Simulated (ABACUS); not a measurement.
**HPbNO4: band structure with PBE**

HPbNO4:

```xyz
7
Lattice="4.2041 0.0000 0.0000 2.0217 3.8395 0.0000 2.0469 1.2790 6.2813" Properties=species:S:1:pos:R:3 pbc="T T T"
Pb    4.2925    4.6959    5.5497
O     6.4140    3.5006    4.9249
O     2.3104    1.0037    0.7095
O     2.3185    0.7238    2.8804
O     2.2113    2.7408    2.0273
N     2.2802    1.4940    1.8951
H     6.4119    3.4218    3.9444
```

The cell was built by a generator and needn't be a form met in nature.

```yaml
Program: ABACUS 3.10.1
Task: band structure
Functional: PBE
Potentials_or_basis: GBRV ultrasoft 1.5 PBE
Cutoff: 544 eV
Density_cutoff: 4354 eV
Basis: plane waves
Occupations: fermi-dirac, width 0.05 eV
Spin: no spin polarisation
Radial_cutoff_of_the_potentials_pseudo_rcut: 10 bohr
Threshold_of_the_eigensolver: 1e-07 Ry
Density: read from an earlier self-consistent run
Path: X-G-Y, L-G-Z, N-G-M, R-G
Points_for_each_segment_of_the_path: 6
SCF_threshold_on_the_density: 1e-08
Max_SCF_steps: 100
Eigensolver: dav
Mixing: broyden
Mixing_share: 0.7
Symmetry_key: -1
Bands: 33
```

The band gap along the path is 3.07 eV, direct.

Levels at the corners of the path, in eV from the Fermi level:
```tsv
point	band 18	band 19	band 20	band 21	band 22	band 23	band 24	band 25	band 26	band 27
X	-3.46	-3.01	-2.95	-2.75	-2.35	2.04	2.34	4.02	4.84	6.16
Γ	-3.51	-3.49	-3.02	-2.82	-2.16	2.14	2.87	4.02	4.77	4.87
Y	-3.76	-3.37	-2.93	-2.13	-1.68	1.67	3.09	4.03	5.08	6.86
L	-3.47	-3.38	-3.08	-2.00	-1.73	1.82	2.65	3.88	5.08	6.86
Γ	-3.51	-3.49	-3.02	-2.82	-2.16	2.14	2.87	4.02	4.77	4.87
Z	-3.75	-2.99	-2.86	-2.09	-1.54	1.53	2.61	3.73	5.56	6.38
N	-3.68	-3.35	-2.90	-1.87	-1.65	1.55	2.42	4.10	5.58	5.64
Γ	-3.51	-3.49	-3.02	-2.82	-2.16	2.14	2.87	4.02	4.77	4.87
M	-3.48	-3.28	-3.11	-2.04	-1.77	1.78	2.67	3.98	4.97	6.88
R	-3.70	-3.30	-3.00	-2.19	-1.70	1.60	3.16	4.11	4.98	6.86
Γ	-3.51	-3.49	-3.02	-2.82	-2.16	2.14	2.87	4.02	4.77	4.87
```

It took 13 s on 4 MPI ranks on INTEL(R) XEON(R) PLATINUM 8581C CPU @ 2.10GHz (Emerald Rapids), with other jobs on the host, peak memory 1.2 GiB a rank.

Caveat: the density is read from an earlier self-consistent run, whose mesh may be coarse; spin-orbit coupling is left out, which moves the levels of the heavy elements.
